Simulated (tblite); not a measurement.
# C6H11B: the cost of one run

Programs: tblite 0.8.0 and PySCF 2.14.0, with density-fitted response routines of our own. Each step states its level of theory. These are calculated values for one molecule in the gas phase, unless marked as measured. Atoms count from 0, in the outputs and in this text.

## (1) The molecule as given

18 atoms, charge 0, multiplicity 1; geometry from: force field or distance geometry start.

Bonds of the start (Å): B0–C1 1.55, C1–C2 1.36, C2–C3 1.49, C2–C4 1.49, C4–C5 1.34, C4–C6 1.50, B0–H7 1.18, B0–H8 1.18, C1–H9 1.08, C3–H10 1.11, C3–H11 1.11, C3–H12 1.13, C5–H13 1.09, C5–H14 1.08, C6–H15 1.10, C6–H16 1.12, C6–H17 1.10.

## (2) Relaxing the molecule with GFN2-xTB

Job settings and geometry (Å):

```
{"job": {"kind": "relax", "xc": "GFN2-xTB", "basis": "xTB"}, "charge": 0, "multiplicity": 1}
B     -0.644600     1.980700    -1.255900
C      0.605800     1.435700    -0.510500
C      0.708300     0.215000     0.080100
C      2.017100    -0.205800     0.647500
C     -0.435900    -0.740600     0.111600
C     -0.321300    -1.931200    -0.488700
C     -1.684600    -0.407400     0.865700
H     -1.611800     1.326400    -1.409000
H     -0.612000     3.058000    -1.736000
H      1.470100     2.084200    -0.487900
H      2.707700    -0.496200    -0.166400
H      2.466100     0.606500     1.252100
H      1.880100    -1.086300     1.338500
H      0.590400    -2.199700    -1.024300
H     -1.126900    -2.642800    -0.445000
H     -2.570600    -0.467400     0.210100
H     -1.813700    -1.129200     1.706600
H     -1.632800     0.606400     1.299800
```

The run is started by

```bash
$ OMP_NUM_THREADS=1 python probes_run.py task.json out
```

This one command runs all jobs of the session in turn.

Q: Estimate the wall time and peak memory of this first job on 1 thread of Arm Neoverse N1, shared host.

About 1.3 s, with a peak of 0.18 GiB.
